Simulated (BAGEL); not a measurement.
**GaH2SOF (SMILES [OH][Ga]([F])[SH]): B3LYP/6-31G(d) (density fitting with qzvpp-jkfit, spherical functions)**

Aim: the energy change on altering one bond length of GaH2SOF at B3LYP/6-31G* (density fitting with qzvpp-jkfit, spherical functions), from 2 runs. 

The results are computed with BAGEL 1.2.2.

1 further run of the same task is left out (it didn't finish).

## (1) The system as given

The species is GaH2SOF (6 atoms), meant as a singlet with charge 0. SMILES: `[OH][Ga]([F])[SH]`. The coordinates come from a PBE0-D4/def2-TZVP relaxation. This is one conformer, not always the lowest.

Bond lengths: O1–Ga2 1.769 Å, Ga2–F3 1.741 Å, Ga2–S4 2.180 Å, O1–H5 0.959 Å, S4–H6 1.344 Å. Angles: O1–Ga2–F3 114.2°, O1–Ga2–S4 128.9°, F3–Ga2–S4 117.0°, Ga2–O1–H5 114.7°, Ga2–S4–H6 93.2°.

## (2) A single-point energy at B3LYP/6-31G(d) (density fitting with qzvpp-jkfit, spherical functions)

File dft.json:

```json
{ "bagel": [

{
  "title": "molecule",
  "basis": "6-31gs.json",
  "df_basis": "qzvpp-jkfit",
  "angstrom": true,
  "geometry": [
    { "atom": "O", "xyz": [    1.077100,   -0.243800,   -1.220400 ] },
    { "atom": "Ga", "xyz": [    0.325400,   -0.426500,    0.370600 ] },
    { "atom": "F", "xyz": [    1.149900,   -1.539900,    1.425000 ] },
    { "atom": "S", "xyz": [   -1.460000,    0.544100,    1.159300 ] },
    { "atom": "H", "xyz": [    0.625600,    0.364900,   -1.808800 ] },
    { "atom": "H", "xyz": [   -1.676000,    1.237100,    0.028100 ] }
  ]
},
{
  "title": "ks",
  "xc_func": "b3lyp"
},
{
  "title": "print",
  "file": "orbitals.molden",
  "orbitals": true
}

]}
```

The basis set 6-31G* is read from a file made from the Basis Set Exchange's data (not shown).

Started as:

```
$ BAGEL_NUM_THREADS=1 BAGEL dft.json > dft.out
```

Log:

```text
* using 1 threads per process

  ===============================================================
  ===============================================================

  *** Geometry ***

  { "atom" : "O", "xyz" : [      2.035424,     -0.460715,     -2.306222 ] },
  { "atom" : "Ga", "xyz" : [      0.614917,     -0.805968,      0.700333 ] },
  { "atom" : "F", "xyz" : [      2.172996,     -2.909989,      2.692860 ] },
  { "atom" : "S", "xyz" : [     -2.759000,      1.028200,      2.190759 ] },
  { "atom" : "H", "xyz" : [      1.182213,      0.689561,     -3.418137 ] },
  { "atom" : "H", "xyz" : [     -3.167181,      2.337780,      0.053101 ] },

  Number of auxiliary basis functions:      584

  Since a DF basis is specified, we compute 2- and 3-index integrals:
    o Being stored without compression. Storage requirement is 0.031 GB

  Number of basis functions:       82
  Number of electrons      :       66

    * METHOD: MOLECULE                             0.40

  *** Kohn-Sham DFT ***

    * Removing 9606 points whose weight is below 1.00e-10
    * Grid points: 79830

  === Nuclear Repulsion ===
   364.1846886589

       - DIIS with orbital gradients will be used.

  === KS iteration (b3lyp / 6-31gs.json) ===
      0      -2416.08735742          0.12327929           0.39
      1      -2259.47361740          0.21207458           0.36
      2      -2402.68631204          0.14311578           0.37
      3      -2492.85945085          0.10911932           0.37
      4      -2487.55408718          0.16981786           0.37
      5      -2481.76449803          0.19688679           0.37
      6      -2482.04553420          0.19441818           0.37
      7      -2437.11314319          0.15470015           0.37
      8      -2482.34876395          0.15661212           0.37
      9      -2487.20928678          0.12284504           0.39
     10      -2497.28151289          0.06009170           0.37
     11      -2496.43768598          0.05697911           0.37
     12      -2498.67644657          0.03358106           0.37
     13      -2499.05818817          0.01707154           0.36
     14      -2499.15443000          0.00476734           0.37
     15      -2499.16654480          0.00205537           0.37
     16      -2499.16824871          0.00089958           0.39
     17      -2499.16860913          0.00023099           0.36
     18      -2499.16864590          0.00003633           0.36
     19      -2499.16864687          0.00001362           0.36
     20      -2499.16864697          0.00000458           0.36
     21      -2499.16864698          0.00000223           0.36
     22      -2499.16864698          0.00000104           0.36
     23      -2499.16864698          0.00000015           0.36
     24      -2499.16864698          0.00000013           0.36
     25      -2499.16864698          0.00000002           0.36
     26      -2499.16864698          0.00000001           0.36
     27      -2499.16864698          0.00000000           0.36
    * SCF iteration converged.

    * Permanent dipole moment:
           (    0.730499,    -0.924365,     0.810408) a.u.

    * METHOD: KS                                  10.66

    * METHOD: PRINT                                0.02

  ===============================================================
```

Wall time 11 s (1 thread of Arm Neoverse V1, shared host); peak memory 0.37 GiB.

## (3) The distorted shape at the same level

File input.json:

```json
{ "bagel": [

{
  "title": "molecule",
  "basis": "6-31gs.json",
  "df_basis": "qzvpp-jkfit",
  "angstrom": true,
  "geometry": [
    { "atom": "O", "xyz": [       1.302598,      -0.188993,      -1.697674 ] },
    { "atom": "Ga", "xyz": [       0.325400,      -0.426500,       0.370600 ] },
    { "atom": "F", "xyz": [       1.149900,      -1.539900,       1.425000 ] },
    { "atom": "S", "xyz": [      -1.460000,       0.544100,       1.159300 ] },
    { "atom": "H", "xyz": [       0.851098,       0.419707,      -2.286074 ] },
    { "atom": "H", "xyz": [      -1.676000,       1.237100,       0.028100 ] }
  ]
},

{
  "title": "ks",
  "xc_func": "b3lyp"
},

{
  "title": "print",
  "file": "orbitals.molden",
  "orbitals": true
}

]}
```

The basis set 6-31G* is read from a file made from the Basis Set Exchange's data (not shown).

Started as:

```
$ BAGEL_NUM_THREADS=1 BAGEL input.json > input.out
```

Log:

```text
* using 1 threads per process

  ===============================================================
  ===============================================================

  *** Geometry ***

  { "atom" : "O", "xyz" : [      2.461553,     -0.357145,     -3.208139 ] },
  { "atom" : "Ga", "xyz" : [      0.614917,     -0.805968,      0.700333 ] },
  { "atom" : "F", "xyz" : [      2.172996,     -2.909989,      2.692860 ] },
  { "atom" : "S", "xyz" : [     -2.759000,      1.028200,      2.190759 ] },
  { "atom" : "H", "xyz" : [      1.608342,      0.793131,     -4.320054 ] },
  { "atom" : "H", "xyz" : [     -3.167181,      2.337780,      0.053101 ] },

  Number of auxiliary basis functions:      584

  Since a DF basis is specified, we compute 2- and 3-index integrals:
    o Being stored without compression. Storage requirement is 0.031 GB

  Number of basis functions:       82
  Number of electrons      :       66

    * METHOD: MOLECULE                             0.39

  *** Kohn-Sham DFT ***

    * Removing 9047 points whose weight is below 1.00e-10
    * Grid points: 80389

  === Nuclear Repulsion ===
   341.2987687939

       - DIIS with orbital gradients will be used.

  === KS iteration (b3lyp / 6-31gs.json) ===
      0      -2407.61259687          0.11808978           0.38
      1      -2157.12951239          0.18057515           0.36
      2      -2374.55687298          0.14638670           0.36
      3      -2464.43651892          0.14269747           0.36
      4      -2487.85004045          0.10971630           0.36
      5      -2487.56695379          0.08025941           0.36
      6      -2498.11764860          0.04391810           0.36
      7      -2497.30900337          0.08292235           0.36
      8      -2498.49898913          0.02607277           0.36
      9      -2499.02158139          0.01059273           0.36
     10      -2499.08817819          0.00656529           0.36
     11      -2499.08764259          0.00712038           0.36
     12      -2499.11328669          0.00096210           0.36
     13      -2499.11373083          0.00033003           0.36
     14      -2499.11376251          0.00015886           0.36
     15      -2499.11377937          0.00005596           0.36
     16      -2499.11378171          0.00002684           0.36
     17      -2499.11378137          0.00003860           0.36
     18      -2499.11378215          0.00000092           0.36
     19      -2499.11378215          0.00000044           0.36
     20      -2499.11378215          0.00000016           0.36
     21      -2499.11378215          0.00000008           0.36
     22      -2499.11378215          0.00000003           0.36
     23      -2499.11378215          0.00000000           0.36
    * SCF iteration converged.

    * Permanent dipole moment:
           (    1.033472,    -0.889431,     0.250729) a.u.

    * METHOD: KS                                   9.04

    * METHOD: PRINT                                0.02

  ===============================================================
```

It took 9.6 s on 1 thread of Arm Neoverse V1, shared host; peak memory 0.38 GiB.

## (4) Results

Level: B3LYP/6-31G* (density fitting with qzvpp-jkfit, spherical functions).

| quantity | value |
| --- | --- |
| first shape: total energy | -2499.16865 Eh |
| first shape: dipole moment | 3.63 D |
| first shape: HOMO energy | -7.88 eV |
| first shape: LUMO energy | -1.62 eV |
| first shape: HOMO–LUMO gap | 6.27 eV |
| distorted shape: total energy | -2499.11378 Eh |
| distorted shape: dipole moment | 3.52 D |
| distorted shape: HOMO energy | -7.39 eV |
| distorted shape: LUMO energy | -2.94 eV |
| distorted shape: HOMO–LUMO gap | 4.45 eV |
| energy change with the O1–Ga2 bond stretched from 1.769 to 2.300 Å | 1.493 eV |

**Reading.** With the O1–Ga2 bond stretched from 1.769 to 2.300 Å the energy rises by 1.49 eV (34 kcal/mol). The first shape isn't relaxed at this level, so the change isn't measured from a minimum.
